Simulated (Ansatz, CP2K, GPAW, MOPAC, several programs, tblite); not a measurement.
## What each method gives for AgScTe2 (ordering on rocksalt)

AgScTe2, ordered on the rocksalt lattice (R-3m) with 4 atoms a cell, relaxed with r2SCAN in Ansatz, was computed with several methods. Space group R-3m (No. 166), trigonal; a = 4.212 Å, c = 21.017 Å in the conventional setting, 26.91 Å³ an atom. Around Ag lie 6 Te at 3.04 Å; around Sc lie 6 Te at 2.95 Å; around Te lie 3 Sc at 2.95 Å and 3 Ag at 3.04 Å. Spin-unpolarised throughout. Whether this structure exists isn't addressed.

```cif
data_structure
_symmetry_space_group_name_H-M 'P 1'
_symmetry_Int_Tables_number 1
_cell_length_a 7.4157
_cell_length_b 7.4157
_cell_length_c 7.4157
_cell_angle_alpha 32.997
_cell_angle_beta 32.997
_cell_angle_gamma 32.997
_cell_volume 107.64
loop_
_atom_site_label
_atom_site_type_symbol
_atom_site_fract_x
_atom_site_fract_y
_atom_site_fract_z
_atom_site_occupancy
Ag1 Ag 0.00000 0.00000 0.00000 1
Sc1 Sc 0.50000 0.50000 0.50000 1
Te1 Te 0.24654 0.24654 0.24654 1
Te2 Te 0.75346 0.75346 0.75346 1
```

Gaps and times are for a single point on this cell; volume and bulk modulus come from each method's own relaxation or energy curve at fixed shape, which is too stiff where a cell has free coordinates or axes. Times are rough, from shared hosts (Arm Neoverse N1), and each method has its own mesh and cell size. A double dagger marks a value from a curve with shape and coordinates held. PM7 (MOPAC): levels, charges or heat of formation failed a check of plausibility, so no values are given. PM7 (MOPAC), GFN1-xTB (tblite) treat a cluster of cells at its zone centre, which samples few k points: where these miss a band edge, the gap comes out too large for that reason alone. Gaps from k meshes are read at a limited set of points (mesh, symmetry points, PBE's band edges), so each method's own least gap may be somewhat smaller. xTB and the PM methods were fitted mostly to molecules, and can miss a solid's gap by electronvolts. Minimal bases can be far off for gaps. d marks a direct gap, i an indirect one (no mark: not told apart), a dash a value that wasn't computed or didn't pass its checks.

| method | kind | gap (eV) | own volume (Å³/atom) | bulk modulus (GPa) | atoms computed | processor time |
| --- | --- | --- | --- | --- | --- | --- |
| light PBE (260 eV and a coarse mesh) | light plane-wave | 0.30 i | – | – | 4 | 4.6 s |
| GFN1-xTB (tblite) | tight binding | 0.30 | – | – | 108 | 31 s |
| PBE | semilocal | 0.30 i | 27.09 | 55‡ | 4 | 31 s |
| PM7 (MOPAC) | semi-empirical | – | – | – | 108 | 46 s |
| PBE/SZV (CP2K) | small basis | 0.24 i | 28.09‡ | 55‡ | 4 | 65 s |
| PBE/single zeta (GPAW) | small basis | 0.43 i | – | – | 4 | 86 s |
| r2SCAN | semilocal | 0.62 i | 26.91 | 59‡ | 4 | 87 s |
| PBE/DZVP (CP2K) | small basis | 0.31 i | 27.35‡ | 55‡ | 4 | 2.3 min |

Against r2SCAN (0.62 eV) and with closed or daggered gaps left aside, the nearest gap at the points sampled is that of PBE/single zeta (GPAW) (-0.19 eV) and the farthest that of PBE/SZV (CP2K) (-0.38 eV). r2SCAN is only a yardstick of convenience: semilocal gaps usually lie below measured ones, which GLLB-SC and hybrids aim to mend.

Volumes against r2SCAN's: PBE +0.7 %.

Runs without a result: GFN2-xTB (tblite) (single point), GLLB-SC (GPAW) (single point, out of time), PM6 (MOPAC) (single point, out of time).

Spin-orbit coupling is left out, which matters wherever the heavy atoms make up the band edges.
